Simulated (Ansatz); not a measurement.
I need vertical and adiabatic energies of changing the electron count of BBrH₂S, SMILES SBBr. Use Ansatz's Python interface. Use (for the species named): CAM-B3LYP, def2-SVP basis, multiplicity 1.

The script reads `bbrh2s.xyz`:
```text
5

S    -1.32770    0.47160    0.14570
B     0.43050    0.03490    0.31360
Br    0.91370   -1.88580    0.47040
H    -1.23700    0.43910   -1.27270
H     1.27050    0.86660    0.30160
```

`bbrh2s_adiabatic.py`
```python
"""Vertical and adiabatic ionisation of BBrH2S."""

import itertools
import warnings

import ansatz as az
from ase.data import atomic_numbers, covalent_radii
import numpy as np

warnings.simplefilter("ignore", az.DeckWarning)

geometry = az.Crystal.molecule_from_extxyz("bbrh2s.xyz")

calculation = geometry.calculation()
calculation = calculation.basis(gaussian="def2-SVP")
calculation = calculation.functional("cam_b3lyp")
symbols = [site.symbol for site in geometry.cartesian_sites]
start = np.array([site.position_ang for site in geometry.cartesian_sites], dtype=float)
summary = calculation.relax(force_tolerance=0.01).run(threads=1).report
end = np.array(summary["positions_ang"])

minimum = az.Crystal.molecule()
for symbol, place in zip(symbols, end):
    minimum = minimum.atom(symbol, place.tolist())
ion = (
    minimum.calculation()
    .basis(gaussian="def2-SVP")
    .functional("cam_b3lyp")
    .charge(1)
    .spin("collinear", total=1)
)
vertical = ion.run(threads=1).report
settled = ion.relax(force_tolerance=0.01, max_steps=80).run(threads=1).report
print(f"vertical ionisation energy   {vertical['free_energy_ev'] - summary['free_energy_ev']:.3f} eV")
print(f"adiabatic, no zero point     {settled['free_energy_ev'] - summary['free_energy_ev']:.3f} eV")
print(f"relaxation energy of the ion {vertical['free_energy_ev'] - settled['free_energy_ev']:.3f} eV")
ionised = np.array(settled["positions_ang"])
# pairs closer than 1.2 times the sum of covalent radii, before or after
radius = [covalent_radii[atomic_numbers[s]] for s in symbols]
span = lambda where, i, j: np.linalg.norm(where[i] - where[j])
bonded = [(i, j) for i, j in itertools.combinations(range(len(symbols)), 2) if min(span(end, i, j), span(ionised, i, j)) < 1.2 * (radius[i] + radius[j])]
print("pair        before    after (A)")
for i, j in bonded:
    print(f"{symbols[i]}{i}-{symbols[j]}{j}".ljust(10), f"{span(end, i, j):8.4f} {span(ionised, i, j):8.4f}")
```

```console
$ python bbrh2s_adiabatic.py
vertical ionisation energy   10.418 eV
adiabatic, no zero point     10.308 eV
relaxation energy of the ion 0.110 eV
pair        before    after (A)
S0-B1        1.7768   1.8828
S0-H3        1.3496   1.3640
B1-Br2       1.9084   1.8518
B1-H4        1.1976   1.1904
```

The energies are electronic: no zero-point or thermal terms, and the basis set is short of its limit. The product may relax into another structure. The relaxation finds the nearest minimum, so the adiabatic value is an upper bound. Hardware and time: 2.7 min on 1 thread of Arm Neoverse N1, with other jobs on the host, peak memory 0.32 GiB.
